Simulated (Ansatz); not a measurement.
# C₂H₇AlFN: one species, many methods

The task here is to estimate one member of a computed series from the others.

Method: functionals in def2-TZVPP, the program's frozen cores in correlated methods; program: Ansatz 0.2.0, Gaussian basis.

Levels to be run: LDA (SPW92), PBE-D4, revPBE-D4, BLYP-D4, r2SCAN-D4, B97M-V, PBE0-D4, B3LYP-D4, r2SCANh-D4, r2SCAN0-D4, HSE06-D4, BHLYP-D4, CAM-B3LYP-D4, LC-ωPBE, ωB97X-V, ωB97M-V, B2PLYP, PBE-QIDH; CCSD(T)/def2-SVP; CCSD(T)/def2-TZVPP; MP2/def2-QZVPP; extrapolation to the limit; RPA on PBE.

## The geometry

An earlier PBE0-D4 in a triple-zeta def2 set relaxation fixed the geometry.

SMILES `C[CH2][Al]([NH2])[F]`, 12 atoms, charge 0, spin multiplicity 1.

Atoms are counted from 1 here; the program's logs count them from 0.

Bond lengths: C1–C2 1.529 Å, C1–H6 1.094 Å, C1–H7 1.094 Å, C1–H8 1.094 Å, C2–Al3 1.947 Å, C2–H9 1.097 Å, C2–H10 1.097 Å, Al3–N4 1.762 Å, Al3–F5 1.656 Å, N4–H11 1.007 Å, N4–H12 1.007 Å. Angles: C2–C1–H6 112.0°, C2–C1–H7 111.7°, C2–C1–H8 111.7°, H6–C1–H7 107.1°, H6–C1–H8 107.1°, H7–C1–H8 107.0°, C1–C2–Al3 115.0°, C1–C2–H9 110.3°, C1–C2–H10 110.3°, Al3–C2–H9 108.0°, Al3–C2–H10 108.1°, H9–C2–H10 104.6°, C2–Al3–N4 123.1°, C2–Al3–F5 120.4°, N4–Al3–F5 116.5°, Al3–N4–H11 125.1°, Al3–N4–H12 124.5°, H11–N4–H12 110.4°.

Set-up of the first run:

Contents of in.yaml:

```yaml
crystal:
  periodic: [false, false, false]
  atoms:
    - {symbol: C, position_ang: [-0.605000, 0.715757, 1.318204]}
    - {symbol: C, position_ang: [0.529189, 0.985185, 0.328302]}
    - {symbol: Al, position_ang: [0.722460, -0.342383, -1.082101]}
    - {symbol: N, position_ang: [-0.319475, -1.755809, -1.223376]}
    - {symbol: F, position_ang: [1.907054, -0.181243, -2.227693]}
    - {symbol: H, position_ang: [-0.668970, 1.490004, 2.088371]}
    - {symbol: H, position_ang: [-0.473886, -0.239568, 1.833921]}
    - {symbol: H, position_ang: [-1.577432, 0.678401, 0.819426]}
    - {symbol: H, position_ang: [1.486828, 1.060486, 0.857631]}
    - {symbol: H, position_ang: [0.397430, 1.966253, -0.144001]}
    - {symbol: H, position_ang: [-0.245762, -2.459627, -1.939532]}
    - {symbol: H, position_ang: [-1.075335, -1.972555, -0.595052]}
basis:
  gaussian: {orbitals: def2-TZVPP}
hamiltonian: {xc: lda}
output: {orbitals: {seedname: orbitals}}
```

Among the steps run: LDA; PBE-D4 (GGA); revPBE-D4 (GGA); BLYP-D4 (GGA); r2SCAN-D4 (meta-GGA); B97M-V (meta-GGA); PBE0-D4 (hybrid); B3LYP-D4 (hybrid); r2SCANh-D4 (hybrid); r2SCAN0-D4 (hybrid); HSE06-D4 (hybrid); BHLYP-D4 (hybrid); CAM-B3LYP-D4 (range-separated); LC-ωPBE-D4 (range-separated; the results give it without D4); ωB97X-V (range-separated); ωB97M-V (range-separated); B2PLYP (double hybrid); PBE-QIDH (double hybrid).

One table of the session follows, with a row left open; its other results are not shown here.

It belongs to the step «Orbital energies across the functionals». 

```
  functional  HOMO (eV)  gap (eV)
 LDA (SPW92)      -6.31      5.31
      PBE-D4      -6.12      5.30
   revPBE-D4      -6.04      5.35
     BLYP-D4          ?         ?
   r2SCAN-D4      -6.42      6.13
      B97M-V      -6.45      5.76
     PBE0-D4      -7.53      7.53
    B3LYP-D4      -7.29      6.97
  r2SCANh-D4      -6.95      6.91
  r2SCAN0-D4      -7.75      8.07
    HSE06-D4      -7.12      6.75
    BHLYP-D4      -8.87      9.50
CAM-B3LYP-D4      -9.01      9.80
     LC-ωPBE     -10.46     12.54
     ωB97X-V     -10.05     11.90
     ωB97M-V      -9.95     11.40
```

Q: Estimate the row for BLYP-D4 from the others.

Worked estimate for «HOMO (eV)». Against the share of exact exchange, B3LYP-D4 (0.2, -7.29), BHLYP-D4 (0.5, -8.87) give a slope of -5.27 per unit share; at 0 the line stands at -6.24.

As computed: HOMO (eV): -5.99; gap (eV): 5.20. In «HOMO (eV)» the line misses by -0.25.
